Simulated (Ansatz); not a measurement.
**ZrCl (doublet): wave-function methods side by side, def2-TZVPP**

One table from this session's results is given with a row withheld; the runs are named, their logs left out.

Method: def2-TZVPP, core rule «outside noble gas», up to 9 orbitals frozen; program: Ansatz 0.2.0, Gaussian basis.

Plan: UHF; ROHF; CCSD(T) on UHF.

### What is computed

The geometry is a PBE0/def2-TZVP stationary point (not a proven minimum) of the parent state, kept for this charge and spin. No spin-orbit coupling is included. Elements past krypton take def2 core potentials.

2 atoms, charge 0, spin multiplicity 2.

Atoms are counted from 1 here; the program's logs count them from 0.

Bond lengths: Zr1–Cl2 2.345 Å.

As a file:

```xyz
2
charge 0, multiplicity 2
Zr    0.0000    0.0000    0.0000
Cl    0.0000    0.0000    2.3446
```

Set-up of the first run:

in.yaml reads:

```yaml
crystal:
  periodic: [false, false, false]
  atoms:
    - {symbol: Zr, position_ang: [0.000000, 0.000000, 0.000000]}
    - {symbol: Cl, position_ang: [0.000000, 0.000000, 2.344575]}
basis:
  gaussian: {orbitals: def2-TZVPP}
magnetization: {spin_polarized: true, initial_magnetization: 1}
hamiltonian: {xc: hf}
output: {orbitals: {seedname: orbitals}}
```

Run with:

```bash
$ ansatz run in.yaml --threads 1 --pin off --events-out ev --progress --plain --max-ram 2816MiB --backend cpu
```

Among the steps run: UHF; ROHF; CCSD(T) on UHF.

One of the session's tables, all rows but one given; the rest of the session is left out.

| method | from UCCSD(T) (meV) |
| --- | --- |
| ROHF | +8209.6 |
| UHF | ? |
| UMP2 | +1215.4 |
| UCCSD | +382.5 |
| UCCSD(T) | 0 |

Q: Estimate the row for UHF from the others.

As computed: from UCCSD(T) (meV): +7714.7. In the column «from UCCSD(T) (meV)» it lies between UMP2 (+1215.4) and ROHF (+8209.6).

Caveats from the session: The determinant is far from a pure spin state, so its energy mixes those of several spin states (harmless only where they are near-degenerate, as at dissociation).
